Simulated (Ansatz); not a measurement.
# C2H7FN2Zn: the cost of one run

Method: RKS PBE-D4/def2-SVP, in Ansatz 0.2.0.

### 1 The system as given

Bond lengths: C1–N2 1.501 Å, N2–C3 1.448 Å, C3–N4 1.553 Å, C3–F5 1.374 Å, C3–Zn6 2.065 Å, C1–H7 1.116 Å, C1–H8 1.066 Å, C1–H9 1.119 Å, N2–H10 1.023 Å, N4–H11 1.069 Å, N4–H12 1.027 Å, Zn6–H13 0.556 Å. Angles (14 of 19 angles, heavy atoms first): C1–N2–C3 112.0°, N2–C3–N4 114.5°, N2–C3–F5 112.4°, N2–C3–Zn6 96.8°, N4–C3–F5 108.2°, N4–C3–Zn6 111.3°, F5–C3–Zn6 113.6°, C1–N2–H10 107.8°, C3–N2–H10 108.5°, N2–C1–H7 108.2°, N2–C1–H8 110.6°, N2–C1–H9 105.6°, C3–N4–H11 104.0°, C3–N4–H12 105.2°.

As a file:

```xyz
13

C    -0.9919   -1.2394    0.5595
N    -0.8464   -0.0023   -0.2779
C     0.2695    0.8144    0.1521
N     1.6536    0.1160    0.0557
F     0.1127    1.2804    1.4354
Zn    0.0679    2.2795   -1.2885
H    -1.0488   -0.9300    1.6307
H    -0.2004   -1.9249    0.3575
H    -2.0071   -1.6445    0.3221
H    -0.6799   -0.2964   -1.2435
H     1.6263   -0.6215    0.8288
H     1.6508   -0.3646   -0.8520
H     0.4141    2.4985   -1.6651
```

### 2 Relaxing end A

The input, input.yaml:

```yaml
crystal:
  periodic: [false, false, false]
  atoms:
    - { symbol: C, position_ang: [-0.9919, -1.2394, 0.5595] }
    - { symbol: "N", position_ang: [-0.8464, -0.0023, -0.2779] }
    - { symbol: C, position_ang: [0.2695, 0.8144, 0.1521] }
    - { symbol: "N", position_ang: [1.6536, 0.116, 0.0557] }
    - { symbol: F, position_ang: [0.1127, 1.2804, 1.4354] }
    - { symbol: Zn, position_ang: [0.0679, 2.2795, -1.2885] }
    - { symbol: H, position_ang: [-1.0488, -0.93, 1.6307] }
    - { symbol: H, position_ang: [-0.2004, -1.9249, 0.3575] }
    - { symbol: H, position_ang: [-2.0071, -1.6445, 0.3221] }
    - { symbol: H, position_ang: [-0.6799, -0.2964, -1.2435] }
    - { symbol: H, position_ang: [1.6263, -0.6215, 0.8288] }
    - { symbol: H, position_ang: [1.6508, -0.3646, -0.852] }
    - { symbol: H, position_ang: [0.4141, 2.4985, -1.6651] }
basis:
  gaussian: { orbitals: def2-SVP }
hamiltonian:
  xc: pbe
  dispersion: d4
relax:
  f_tol: 0.015
  max_steps: 40
output:
  orbitals: {}
```

Launch:

```console
$ ansatz run input.yaml --threads 2 --pin off --max-ram 3072MiB --backend cpu --events-out ev --progress --plain --runs-dir out
```

Q: Estimate wall time and peak memory on 2 threads of Arm Neoverse V1, shared host.

About 81 s, with a peak of 0.2 GiB.
